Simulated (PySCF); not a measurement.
# H₇NOSi₂: electronic excitations at several levels of theory

How much do the electronic excitations of H₇NOSi₂ (`O[SiH2]N[SiH3]`) depend on the level of theory, and what does each level cost?

Computed with PySCF 2.14.0, with density-fitted response routines of our own, on a single molecule in the gas phase. Atoms count from 0, in the outputs and in this text.

### Step 1. The starting structure

11 atoms, charge 0, multiplicity 1; geometry from: GFN2-xTB. The atoms were then displaced at random by about 0.01 Å, so the start is not that level's minimum.

Bonds of the start (Å): O0–Si1 1.60, Si1–N2 1.72, N2–Si3 1.78, O0–H4 0.98, Si1–H5 1.46, Si1–H6 1.46, N2–H7 1.01, Si3–H8 1.44, Si3–H9 1.46, Si3–H10 1.45.

### Step 2. Geometry optimisation at PBE0-D3(BJ)/def2-SVP

The job: settings as JSON, then the geometry in Å.

```
{"job": {"xc": "PBE0", "basis": "def2-SVP", "d3": "d3bj", "grid": 1, "shake": 0.01, "kind": "geom"}, "charge": 0, "multiplicity": 1}
O     -2.494870    -0.385280     0.675760
Si    -1.080760    -0.756220     0.025750
N      0.108580     0.349080     0.602800
Si     1.802980     0.526700     0.089350
H     -2.877980     0.511210     0.564490
H     -1.065980    -0.614760    -1.428490
H     -0.909750    -2.120080     0.509670
H     -0.035090     0.698550     1.538260
H      1.744400     0.679680    -1.341030
H      2.590400    -0.638040     0.465530
H      2.256180     1.723320     0.776740
```

The run is started by

```console
> OMP_NUM_THREADS=1 python probes_run.py task.json out
```

This one command runs all jobs of the session in turn.

What it wrote:

```text
step   0  E = -712.56588323  max force = 0.051331
step   1  E = -712.57514488  max force = 0.009699
step   2  E = -712.57589171  max force = 0.004742
step   3  E = -712.57657768  max force = 0.002487
step   4  E = -712.57691070  max force = 0.004528
step   5  E = -712.57747715  max force = 0.007653
step   6  E = -712.57791252  max force = 0.006445
step   7  E = -712.57825274  max force = 0.002624
step   8  E = -712.57834449  max force = 0.001255
step   9  E = -712.57837010  max force = 0.000935
step  10  E = -712.57839668  max force = 0.001297
step  11  E = -712.57842205  max force = 0.001072
step  12  E = -712.57845849  max force = 0.001515
step  13  E = -712.57849312  max force = 0.001441
step  14  E = -712.57852193  max force = 0.001081
step  15  E = -712.57854597  max force = 0.001301
step  16  E = -712.57857203  max force = 0.001094
step  17  E = -712.57858762  max force = 0.000652
step  18  E = -712.57859512  max force = 0.000311
optimisation converged
```

It took 50 s on 1 thread of Arm Neoverse V2, shared host; peak memory 0.42 GiB.

Along the way:

```tsv
step	energy from step 0 (eV)	largest force component (eV/Å)
0	0.0000	2.6395
1	-0.2520	0.4987
2	-0.2723	0.2438
3	-0.2910	0.1279
4	-0.3001	0.2328
5	-0.3155	0.3935
6	-0.3273	0.3314
7	-0.3366	0.1349
8	-0.3391	0.0645
9	-0.3398	0.0481
10	-0.3405	0.0667
11	-0.3412	0.0551
12	-0.3422	0.0779
13	-0.3431	0.0741
14	-0.3439	0.0556
15	-0.3446	0.0669
16	-0.3453	0.0563
17	-0.3457	0.0335
18	-0.3459	0.0160
```

Distances of close pairs at the start and the end, largest changes first:

```tsv
bond	before (Å)	after (Å)	change (Å)
O0–Si1	1.600	1.665	+0.065
Si3–H8	1.440	1.492	+0.052
Si3–H10	1.453	1.498	+0.045
Si3–H9	1.455	1.496	+0.041
N2–Si3	1.779	1.741	-0.038
Si1–H5	1.461	1.493	+0.032
Si1–H6	1.457	1.486	+0.029
O0–H4	0.981	0.962	-0.019
```

The next job starts from the end point, and lists it.

```tsv
at the end point	value
point group (found at 0.08 Å tolerance)	C1
rotational constants (GHz, main isotopes)	12.566, 1.913, 1.835
dipole moment (D)	1.23
```

### Step 3. TDDFT and polarisability: PBE0/def2-TZVP

The job: settings as JSON, then the geometry in Å.

```
{"job": {"kind": "uv", "xc": "PBE0", "basis": "def2-TZVP"}, "charge": 0, "multiplicity": 1}
O     -2.509941     0.137560     0.387338
Si    -1.153496    -0.786896     0.107246
N      0.284146    -0.173980     0.861571
Si     1.680325     0.574157     0.137853
H     -2.485604     1.041169     0.058565
H     -0.834385    -0.863377    -1.349155
H     -1.518029    -2.110473     0.676125
H      0.304453    -0.246661     1.876827
H      1.433147     0.647423    -1.331759
H      2.933927    -0.202895     0.389996
H      1.904949     1.958286     0.663700
```

Method: TDDFT PBE0/def2-TZVP, vertical, gas phase, core orbitals frozen in the response.

What it wrote:

```text
coarse grid: 9736 points
cycle   1  E = -712.8337715642  dE =  1.139e-01  |g| = 8.014e-01  |ddm| = 2.358e+00
cycle   2  E = -712.6553978874  dE =  1.784e-01  |g| = 1.251e+00  |ddm| = 1.236e+00
cycle   3  E = -712.9483442629  dE = -2.929e-01  |g| = 8.139e-02  |ddm| = 8.708e-01
cycle   4  E = -712.9491805707  dE = -8.363e-04  |g| = 4.964e-02  |ddm| = 6.710e-02
cycle   5  E = -712.9496373852  dE = -4.568e-04  |g| = 1.158e-02  |ddm| = 3.129e-02
cycle   6  E = -712.9496667443  dE = -2.936e-05  |g| = 1.123e-03  |ddm| = 7.472e-03
cycle   7  E = -712.9496670427  dE = -2.984e-07  |g| = 2.965e-04  |ddm| = 1.093e-03
final grid: 83656 points
cycle   8  E = -712.9451418190  dE = -2.059e-05  |g| = 6.426e-03  |ddm| = 1.363e-02
cycle   9  E = -712.9451291178  dE =  1.270e-05  |g| = 1.022e-02  |ddm| = 8.259e-03
cycle  10  E = -712.9451493945  dE = -2.028e-05  |g| = 4.137e-04  |ddm| = 5.406e-03
cycle  11  E = -712.9451494243  dE = -2.977e-08  |g| = 1.524e-04  |ddm| = 3.448e-04
cycle  12  E = -712.9451494276  dE = -3.306e-09  |g| = 6.932e-05  |ddm| = 1.177e-04
cycle  13  E = -712.9451494285  dE = -9.418e-10  |g| = 7.989e-06  |ddm| = 4.129e-05
converged SCF energy = -712.9451494285

Static polarisability (au): isotropic 61.805, principal 55.849 57.524 72.044

Singlet excitations
state   eV       nm        f      main configurations
  1   6.4268    192.9   0.01319   H->L 0.97
  2   7.3096    169.6   0.04406   H->L+1 0.95
  3   7.7272    160.5   0.00509   H->L+2 0.94
  4   7.7864    159.2   0.01022   H-1->L 0.76, H-1->L+1 0.17
  5   8.0165    154.7   0.00977   H->L+3 0.72, H->L+4 0.11
  6   8.1200    152.7   0.00383   H-2->L 0.44, H-1->L+1 0.36, H-1->L 0.10
  7   8.2406    150.5   0.03809   H->L+4 0.65, H->L+3 0.16, H-2->L 0.08
  8   8.3236    149.0   0.05407   H-2->L 0.36, H-1->L+1 0.34, H-3->L 0.08
  9   8.4569    146.6   0.09401   H->L+5 0.79, H->L+4 0.12
 10   8.5361    145.2   0.02037   H-2->L+1 0.51, H-3->L 0.32

Triplet excitations (Tamm-Dancoff, eV): 6.0469 6.7540 7.4043 7.4301
```

It took 13 s on 1 thread of Arm Neoverse V2, shared host; peak memory 0.77 GiB.

Frontier orbitals and where they lie:

```tsv
orbital	eV	atoms
HOMO−3	-9.81	Si3 30 %, H8 25 %, O0 14 %
HOMO−2	-9.38	O0 30 %, Si3 18 %, Si1 13 %
HOMO−1	-8.93	O0 37 %, Si1 26 %, H5 22 %
HOMO	-7.74	N2 52 %, Si3 16 %, Si1 10 %
LUMO	0.11	Si3 50 %, Si1 20 %, H7 13 %
LUMO+1	0.66	Si1 43 %, H4 26 %, Si3 15 %
LUMO+2	1.41	Si3 73 %, H8 6 %, Si1 6 %
```

With each of the 10 states as a Gaussian band of 0.4 eV half-width at 1/e, the curve within the window shown has maxima at 192 nm (ε 550), 167 nm (ε 2,000), 148 nm (ε 8,200) L/(mol cm). Beyond the last state computed it falls off for lack of states. The curve at chosen wavelengths:

(nm, ε (L/mol/cm)): (140, 2624), (143, 5487), (146, 7811), (149, 8032), (152, 6361), (154, 4905), (157, 3131), (160, 2212), (163, 1977), (166, 2027), (169, 2004), (172, 1748), (175, 1327), (177, 1039), (180, 707), (183, 541), (186, 509), (189, 535), (192, 550), (195, 519), (198, 443), (200, 376), (203, 272), (206, 180), (209, 110), (212, 62)

Ground-state properties from the same run:

```tsv
property	computed
dipole moment (D)	1.18
polarisability (Å³)	9.16
HOMO–LUMO gap (eV)	7.86
−ε(HOMO) (eV)	7.74
```

### Step 4. Ultraviolet spectrum: PBE0/aug-cc-pVDZ

Same as in step 3 but for these lines:

```diff
@@ -1,2 +1,2 @@
-{"job": {"kind": "uv", "xc": "PBE0", "basis": "def2-TZVP"}, "charge": 0, "multiplicity": 1}
+{"job": {"kind": "uv", "xc": "PBE0", "basis": "aug-cc-pVDZ"}, "charge": 0, "multiplicity": 1}
 O     -2.509941     0.137560     0.387338
```

Level: TDDFT PBE0/aug-cc-pVDZ, vertical, gas phase, core orbitals frozen in the response.

What it wrote:

```text
coarse grid: 9736 points
cycle   1  E = -712.7456761270  dE =  1.702e-01  |g| = 7.493e-01  |ddm| = 6.920e+00
cycle   2  E = -712.5688036797  dE =  1.769e-01  |g| = 1.194e+00  |ddm| = 2.555e+00
cycle   3  E = -712.8539586741  dE = -2.852e-01  |g| = 7.492e-02  |ddm| = 1.557e+00
cycle   4  E = -712.8547276188  dE = -7.689e-04  |g| = 4.849e-02  |ddm| = 1.921e-01
cycle   5  E = -712.8552086569  dE = -4.810e-04  |g| = 8.891e-03  |ddm| = 8.097e-02
cycle   6  E = -712.8552298522  dE = -2.120e-05  |g| = 9.168e-04  |ddm| = 1.809e-02
cycle   7  E = -712.8552300807  dE = -2.285e-07  |g| = 1.966e-04  |ddm| = 2.307e-03
final grid: 83656 points
cycle   8  E = -712.8666405664  dE = -9.183e-06  |g| = 5.851e-03  |ddm| = 6.544e-02
cycle   9  E = -712.8666275976  dE =  1.297e-05  |g| = 9.773e-03  |ddm| = 2.191e-02
cycle  10  E = -712.8666478909  dE = -2.029e-05  |g| = 2.114e-04  |ddm| = 1.357e-02
cycle  11  E = -712.8666478971  dE = -6.198e-09  |g| = 1.514e-04  |ddm| = 5.961e-04
cycle  12  E = -712.8666479014  dE = -4.315e-09  |g| = 3.976e-05  |ddm| = 2.484e-04
cycle  13  E = -712.8666479018  dE = -3.708e-10  |g| = 5.725e-06  |ddm| = 8.182e-05
converged SCF energy = -712.8666479018

Static polarisability (au): isotropic 67.404, principal 61.062 62.853 78.298

Singlet excitations
state   eV       nm        f      main configurations
  1   6.0560    204.7   0.01282   H->L 0.88, H->L+1 0.10
  2   6.6655    186.0   0.02928   H->L+1 0.88, H->L 0.10
  3   6.8703    180.5   0.03107   H->L+2 0.96
  4   7.2113    171.9   0.00009   H->L+3 0.62, H->L+4 0.25, H->L+5 0.09
  5   7.3340    169.1   0.01346   H-1->L 0.79, H-1->L+1 0.09
  6   7.3834    167.9   0.01912   H->L+4 0.58, H->L+5 0.18, H->L+3 0.11
  7   7.4876    165.6   0.01404   H->L+5 0.63, H->L+3 0.23
  8   7.6653    161.7   0.01849   H->L+6 0.68, H->L+7 0.16
  9   7.7693    159.6   0.01348   H-1->L+1 0.40, H-2->L 0.35, H-1->L 0.09
 10   7.8308    158.3   0.00197   H->L+7 0.63, H->L+6 0.22

Triplet excitations (Tamm-Dancoff, eV): 5.7586 6.3344 6.6659 7.0483
```

Run time: 12 s. Hardware: 1 thread of Arm Neoverse V2, shared host; peak memory 0.75 GiB.

In short: HOMO -7.68 eV, LUMO -0.39 eV; lowest singlet 6.06 eV.

### Step 5. Ultraviolet spectrum: PBE0/def2-TZVPD

Same as in step 4 but for these lines:

```diff
@@ -1,2 +1,2 @@
-{"job": {"kind": "uv", "xc": "PBE0", "basis": "aug-cc-pVDZ"}, "charge": 0, "multiplicity": 1}
+{"job": {"kind": "uv", "xc": "PBE0", "basis": "def2-TZVPD"}, "charge": 0, "multiplicity": 1}
 O     -2.509941     0.137560     0.387338
```

Level: TDDFT PBE0/def2-TZVPD, vertical, gas phase, core orbitals frozen in the response.

What it wrote:

```text
coarse grid: 9736 points
cycle   1  E = -712.8360611796  dE =  1.138e-01  |g| = 8.003e-01  |ddm| = 2.557e+00
cycle   2  E = -712.6452436128  dE =  1.908e-01  |g| = 1.273e+00  |ddm| = 1.219e+00
cycle   3  E = -712.9504104485  dE = -3.052e-01  |g| = 8.628e-02  |ddm| = 7.971e-01
cycle   4  E = -712.9513179682  dE = -9.075e-04  |g| = 5.370e-02  |ddm| = 7.681e-02
cycle   5  E = -712.9518574354  dE = -5.395e-04  |g| = 1.171e-02  |ddm| = 3.247e-02
cycle   6  E = -712.9518874897  dE = -3.005e-05  |g| = 1.142e-03  |ddm| = 8.389e-03
cycle   7  E = -712.9518877983  dE = -3.086e-07  |g| = 2.801e-04  |ddm| = 1.265e-03
final grid: 83656 points
cycle   8  E = -712.9473590729  dE = -2.200e-05  |g| = 6.447e-03  |ddm| = 4.286e-02
cycle   9  E = -712.9473460338  dE =  1.304e-05  |g| = 1.032e-02  |ddm| = 8.533e-03
cycle  10  E = -712.9473666906  dE = -2.066e-05  |g| = 4.369e-04  |ddm| = 5.488e-03
cycle  11  E = -712.9473667233  dE = -3.268e-08  |g| = 1.638e-04  |ddm| = 4.166e-04
cycle  12  E = -712.9473667271  dE = -3.825e-09  |g| = 7.437e-05  |ddm| = 1.292e-04
cycle  13  E = -712.9473667282  dE = -1.094e-09  |g| = 7.998e-06  |ddm| = 4.736e-05
cycle  14  E = -712.9473667282  dE = -1.569e-11  |g| = 1.925e-06  |ddm| = 9.240e-06
converged SCF energy = -712.9473667282

Static polarisability (au): isotropic 66.653, principal 60.539 62.106 77.315

Singlet excitations
state   eV       nm        f      main configurations
  1   6.2193    199.4   0.01304   H->L 0.90, H->L+1 0.09
  2   6.8979    179.7   0.03434   H->L+1 0.88, H->L 0.09
  3   7.1615    173.1   0.02714   H->L+2 0.96
  4   7.4212    167.1   0.00093   H->L+3 0.78, H->L+4 0.16
  5   7.4683    166.0   0.00958   H-1->L 0.84, H-1->L+1 0.08
  6   7.7283    160.4   0.05491   H->L+4 0.62, H->L+5 0.18, H->L+3 0.11
  7   7.7631    159.7   0.00548   H->L+6 0.56, H->L+5 0.30
  8   7.8825    157.3   0.00691   H-2->L 0.52, H-1->L+1 0.28
  9   7.9839    155.3   0.00527   H->L+5 0.46, H->L+6 0.32, H->L+4 0.09
 10   8.0597    153.8   0.02821   H-1->L+1 0.51, H-2->L 0.34

Triplet excitations (Tamm-Dancoff, eV): 5.8970 6.4981 6.9143 7.1547
```

Run time: 20 s. Hardware: 1 thread of Arm Neoverse V2, shared host; peak memory 0.93 GiB.

Key values: HOMO -7.77 eV, LUMO -0.24 eV; lowest singlet 6.22 eV.

### Step 6. Ultraviolet spectrum: PBE0/6-31+G*

Same as in step 5 but for these lines:

```diff
@@ -1,2 +1,2 @@
-{"job": {"kind": "uv", "xc": "PBE0", "basis": "def2-TZVPD"}, "charge": 0, "multiplicity": 1}
+{"job": {"kind": "uv", "xc": "PBE0", "basis": "6-31+G*"}, "charge": 0, "multiplicity": 1}
 O     -2.509941     0.137560     0.387338
```

With the program's defaults for keys left out, this is: TDDFT PBE0/6-31+G*, vertical, gas phase, core orbitals frozen in the response.

What it wrote:

```text
coarse grid: 9736 points
cycle   1  E = -712.7612811057  dE =  1.388e-01  |g| = 7.308e-01  |ddm| = 3.099e+00
cycle   2  E = -712.6011824618  dE =  1.601e-01  |g| = 1.147e+00  |ddm| = 1.474e+00
cycle   3  E = -712.8661286053  dE = -2.649e-01  |g| = 6.965e-02  |ddm| = 9.506e-01
cycle   4  E = -712.8667641086  dE = -6.355e-04  |g| = 4.579e-02  |ddm| = 1.007e-01
cycle   5  E = -712.8672012944  dE = -4.372e-04  |g| = 7.748e-03  |ddm| = 4.395e-02
cycle   6  E = -712.8672168276  dE = -1.553e-05  |g| = 5.821e-04  |ddm| = 1.275e-02
cycle   7  E = -712.8672169253  dE = -9.772e-08  |g| = 1.169e-04  |ddm| = 1.386e-03
final grid: 83656 points
cycle   8  E = -712.8166783318  dE = -7.128e-06  |g| = 6.033e-03  |ddm| = 1.560e-02
cycle   9  E = -712.8166651278  dE =  1.320e-05  |g| = 9.939e-03  |ddm| = 1.279e-02
cycle  10  E = -712.8166861968  dE = -2.107e-05  |g| = 2.275e-04  |ddm| = 8.009e-03
cycle  11  E = -712.8166862056  dE = -8.785e-09  |g| = 1.356e-04  |ddm| = 3.415e-04
cycle  12  E = -712.8166862090  dE = -3.399e-09  |g| = 4.353e-05  |ddm| = 1.551e-04
cycle  13  E = -712.8166862095  dE = -4.749e-10  |g| = 4.609e-06  |ddm| = 5.456e-05
converged SCF energy = -712.8166862095

Static polarisability (au): isotropic 58.654, principal 52.857 55.135 67.970

Singlet excitations
state   eV       nm        f      main configurations
  1   6.1424    201.8   0.01351   H->L 0.94
  2   6.8527    180.9   0.04578   H->L+1 0.93
  3   7.1060    174.5   0.03009   H->L+2 0.96
  4   7.4503    166.4   0.01068   H-1->L 0.81, H-1->L+1 0.14
  5   7.5832    163.5   0.00081   H->L+3 0.61, H->L+4 0.33
  6   7.6998    161.0   0.01786   H->L+4 0.52, H->L+3 0.32
  7   7.8825    157.3   0.00271   H-2->L 0.43, H-1->L+1 0.40, H-1->L 0.10
  8   8.0185    154.6   0.00722   H->L+5 0.42, H-2->L 0.29, H-1->L+1 0.15
  9   8.0567    153.9   0.06804   H->L+5 0.38, H-1->L+1 0.26, H-2->L 0.20
 10   8.1032    153.0   0.00574   H->L+6 0.49, H->L+7 0.41

Triplet excitations (Tamm-Dancoff, eV): 5.8435 6.4841 6.8931 7.1884
```

Wall time 5.9 s (1 thread of Arm Neoverse V2, shared host); peak memory 0.49 GiB.

Key values: HOMO -7.72 eV, LUMO -0.28 eV; lowest singlet 6.14 eV.

### Step 7. Run by run: electronic excitations

Excitations and ground-state properties, with basis size and wall time:

```tsv
run	lowest singlet (eV)	brightest (eV)	f	gap (eV)	α (Å³)	μ (D)	functions	time
PBE0/def2-TZVP	6.43	8.46	0.094	7.86	9.16	1.18	178	13 s
PBE0/aug-cc-pVDZ	6.06	6.87	0.031	7.29	9.99	1.11	163	12 s
PBE0/def2-TZVPD	6.22	7.73	0.055	7.53	9.88	1.12	226	20 s
PBE0/6-31+G*	6.14	8.06	0.068	7.43	8.69	1.34	94	5.9 s
```

### Step 8. Outcome

```
                                quantity                        value
                             point group                           C1
    rotational constants (main isotopes)        12.57, 1.91, 1.84 GHz
         lowest singlet (PBE0/def2-TZVP)  6.43 eV (193 nm), f = 0.013
brightest single state of those computed  state 9, 8.46 eV, f = 0.094
                          lowest triplet                      6.05 eV
             range of the lowest singlet              6.06 to 6.43 eV
```

**Reading.** Single values in the summary come from the first sound run of each kind (PBE0/def2-TZVP), which need not be the best level. The start of the PBE0/def2-SVP relaxation was shaken at random by about 0.01 Å, so part of the energy gained, and of the first lengths quoted, undoes that. Relaxing lowered the energy by 0.346 eV in 18 steps; the close pair that moved most is O0–Si1, from 1.600 to 1.665 Å. No frequency check was run at this level, so the end point may be a saddle. The first singlet state (HOMO→LUMO 0.97) lies at 6.43 eV and is weak; of the 10 states computed, the strongest absorption comes from state 9 at 8.46 eV. The lowest triplet lies 0.38 eV below the lowest singlet (triplets in Tamm-Dancoff, singlets in full TDDFT). At PBE0/def2-TZVP, states above −ε(HOMO) (7.74 eV) lie where TDDFT describes them poorly and they hang on the basis; the brightest is among them. The basis of PBE0/def2-TZVP has no diffuse functions, so Rydberg states are missing and the high states are unreliable. The lowest singlet runs from 6.06 eV (PBE0/aug-cc-pVDZ) to 6.43 eV (PBE0/def2-TZVP), while the orbital gap spans 7.29 to 7.86 eV. The lowest state need not be the same one in every run. The runs solved for a few states only, so the brightest column depends on that window.
